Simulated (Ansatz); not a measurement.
# SnCl3: the cost of one run

Method: DFT PBE, scalar-relativistic, plane waves, PAW, in Ansatz 0.2.0.

### Step 1. The structure to begin with

It takes space group P4/mmm (No. 123, tetragonal). The conventional cell has a = 3.830 Å, b = 3.830 Å, c = 10.015 Å, α = 90.00°, β = 90.00°, γ = 90.00°. Sn (site symmetry 4/mmm) has 8 Cl at 3.61 Å and 4 Sn at 3.83 Å as nearest neighbours. Around Cl (site symmetry 4mm) lie 4 Sn at 3.61 Å. Around Cl (site symmetry 4/mmm) lie 12 Cl at 3.77 to 3.83 Å.

As a file:

```
Sn Cl
1.0
     3.83035    0.00000    0.00000
     0.00000    3.83035    0.00000
     0.00000    0.00000   10.01539
Sn Cl
1 3
Direct
  0.00000 0.00000 0.00000
  0.50000 0.50000 0.76217
  0.00000 0.00000 0.50000
  0.50000 0.50000 0.23783
```

The cell is invented: species swapped into a database cell of Tm3Mg (P4/mmm, No. 123), with Cl on the Tm sites and Sn on the Mg sites. The dimensions are guesses.

### Step 2. A first look at the guess

The input, input.yaml:

```yaml
crystal:
  lattice:
    - [3.83035342, 0.0, 0.0]
    - [0.0, 3.83035342, 0.0]
    - [0.0, 0.0, 10.01538885]
  atoms:
    - { symbol: Sn, position: [0.0, 0.0, 0.0] }
    - { symbol: Cl, position: [0.5, 0.5, 0.76216817] }
    - { symbol: Cl, position: [0.0, 0.0, 0.5] }
    - { symbol: Cl, position: [0.5, 0.5, 0.23783183] }
basis:
  ecutwfc: 420
kpoints:
  mp_grid: { grid: [4, 4, 2] }
hamiltonian:
  xc: pbe
scf:
  occupations: { method: gaussian, width: 0.1 }
  lower_state_search: "off"
output:
  forces: true
  stress: true
  eigenvalues: true
```

The run is started by

```bash
$ ansatz run input.yaml --threads 1 --pin off --max-ram 2560MiB --backend cpu --events-out ev --progress --plain --runs-dir out
```

Q: Estimate wall time and peak memory on 1 thread of Intel Xeon 6975P-C (Granite Rapids), shared host.

About 1.7 s, with a peak of 0.39 GiB.
